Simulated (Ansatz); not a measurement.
# BSe: the cost of one run

Computed with Ansatz 0.2.0 (DFT PBE, scalar-relativistic, plane waves, PAW, unless a step's input says otherwise).

## Step 1: The structure to begin with

The structure is tetragonal, space group I4/mcm (No. 140). Conventional cell: a = 6.736 Å, b = 6.736 Å, c = 5.883 Å, α = 90.00°, β = 90.00°, γ = 90.00°. B (site symmetry -42m) has 4 Se at 2.25 Å as nearest neighbours. B (site symmetry 422) has 8 Se at 2.88 Å and 2 B at 2.94 Å as nearest neighbours. Se (site symmetry m2m) has 2 B at 2.25 Å as nearest neighbours.

Coordinates:

```
CELL_PARAMETERS angstrom
-3.36805 3.36805 2.94152
3.36805 -3.36805 2.94152
3.36805 3.36805 -2.94152
ATOMIC_POSITIONS crystal
B 0.75000 0.25000 0.50000
B 0.25000 0.75000 0.50000
B 0.25000 0.25000 0.00000
B 0.75000 0.75000 0.00000
Se 0.67900 0.17900 0.85800
Se 0.17900 0.32100 0.50000
Se 0.32100 0.82100 0.14200
Se 0.82100 0.67900 0.50000
```

This is candidate A: TlS type (I4/mcm, No. 140).

(A quick probe on a coarse mesh, which set the mesh and smearing, is not shown.)

## Step 3: Coarse relaxation (candidate A)

Contents of input.yaml:

```yaml
crystal:
  lattice:
    - [-3.3680455909, 3.3680455909, 2.9415245336]
    - [3.3680455909, -3.3680455909, 2.9415245336]
    - [3.3680455909, 3.3680455909, -2.9415245336]
  atoms:
    - { symbol: B, position: [0.75, 0.25, 0.5] }
    - { symbol: B, position: [0.25, 0.75, 0.5] }
    - { symbol: B, position: [0.25, 0.25, 0.0] }
    - { symbol: B, position: [0.75, 0.75, 0.0] }
    - { symbol: Se, position: [0.679, 0.179, 0.858] }
    - { symbol: Se, position: [0.179, 0.321, 0.5] }
    - { symbol: Se, position: [0.321, 0.821, 0.142] }
    - { symbol: Se, position: [0.821, 0.679, 0.5] }
basis:
  ecutwfc: 420
kpoints:
  mp_grid: { grid: [4, 4, 4] }
hamiltonian:
  xc: pbe
scf:
  occupations: { method: gaussian, width: 0.1 }
  lower_state_search: "off"
output:
  forces: true
  stress: true
  eigenvalues: true
relax:
  adjacent_minimum: "off"
  f_tol: 0.04
  max_steps: 70
  cell: { stress_tol: 0.4 }
```

Launch:

```console
> ansatz run input.yaml --threads 1 --pin off --max-ram 2560MiB --backend cpu --events-out ev --progress --plain --runs-dir out
```

Q: Estimate wall time and peak memory on 1 thread of Intel Xeon 6975P-C (Granite Rapids), shared host.

About 17 s, with a peak of 0.53 GiB.
